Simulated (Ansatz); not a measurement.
# PtSe2: the cost of one run

Computed with Ansatz 0.2.0 (DFT PBE+U (U = 2 eV, J = 0.5 eV on Pt d), plane waves, PAW, no spin–orbit coupling unless a run says so, unless a step's input says otherwise).

The COD entry's cell or inner coordinates are ideal or old and differ from later refinements, so a difference from it is no clean test against experiment.

## (1) The structure to begin with

It takes space group P-3m1 (No. 164, trigonal). The conventional cell has a = 3.724 Å, b = 3.724 Å, c = 5.062 Å, α = 90.00°, β = 90.00°, γ = 120.00°. Pt (site symmetry -3m) has 6 Se at 2.49 Å as nearest neighbours. Around Se (site symmetry 3m) lie 3 Pt at 2.49 Å.

Structure file:

```
CELL_PARAMETERS angstrom
3.72400 0.00000 0.00000
-1.86200 3.22508 0.00000
0.00000 0.00000 5.06200
ATOMIC_POSITIONS crystal
Pt 0.00000 0.00000 0.00000
Se 0.33333 0.66667 0.25000
Se 0.66667 0.33333 0.75000
```

Magnetic order typed: ferromagnetic.

An earlier series on this cell reached its lowest free state from «random orbitals: single harmonics, first filling», perhaps among other starts (it ended without moments).

## (2) Random orbitals: single harmonics, second filling

File input.yaml:

```yaml
crystal:
  lattice:
    - [3.72400029, 0.0, 0.0]
    - [-1.86200015, 3.22507886, 0.0]
    - [0.0, 0.0, 5.06199958]
  atoms:
    - { symbol: Pt, position: [0.0, 0.0, 0.0], spin: 2.0 }
    - { symbol: Se, position: [0.3333333333, 0.6666666667, 0.25] }
    - { symbol: Se, position: [0.6666666667, 0.3333333333, 0.75] }
basis:
  ecutwfc: 420
  ecutrho_ratio: 4
kpoints:
  mp_grid: { grid: [6, 6, 4] }
hamiltonian:
  xc: pbe
  hubbard:
    sites:
      - { site: 0, l: d, u: 2.0, j: 0.5, starting_ns: [{ spin: up, occupation_matrix: s0up }, { spin: down, occupation_matrix: s0down }] }
    occupation_matrices:
      s0up:
        matrix:
          - [0.97, 0.0, 0.0, 0.0, 0.0]
          - [0.0, 0.97, 0.0, 0.0, 0.0]
          - [0.0, 0.0, 0.97, 0.0, 0.0]
          - [0.0, 0.0, 0.0, 0.97, 0.0]
          - [0.0, 0.0, 0.0, 0.0, 0.02]
      s0down:
        matrix:
          - [0.02, 0.0, 0.0, 0.0, 0.0]
          - [0.0, 0.97, 0.0, 0.0, 0.0]
          - [0.0, 0.0, 0.97, 0.0, 0.0]
          - [0.0, 0.0, 0.0, 0.02, 0.0]
          - [0.0, 0.0, 0.0, 0.0, 0.02]
    ns_hold: { iters: 12 }
scf:
  occupations: { method: gaussian, width: 0.05 }
  lower_state_search: "off"
  max_iter: 150
output:
  forces: true
  stress: true
  eigenvalues: true
  populations: true
  hubbard: { sites: [{ site: 0, l: d }] }
magnetization:
  spin_polarized: true
```

The typed matrices put 0.97 on the chosen orbitals and 0.02 on the others, and are held for 12 cycles.

On the command line:

```
$ ansatz run input.yaml --threads 2 --pin off --max-ram 3072MiB --backend cpu --events-out ev --progress --plain --runs-dir out
```

What time and memory should one allow on 2 threads of Arm Neoverse V1, shared host?

About 18 s, with a peak of 0.48 GiB.
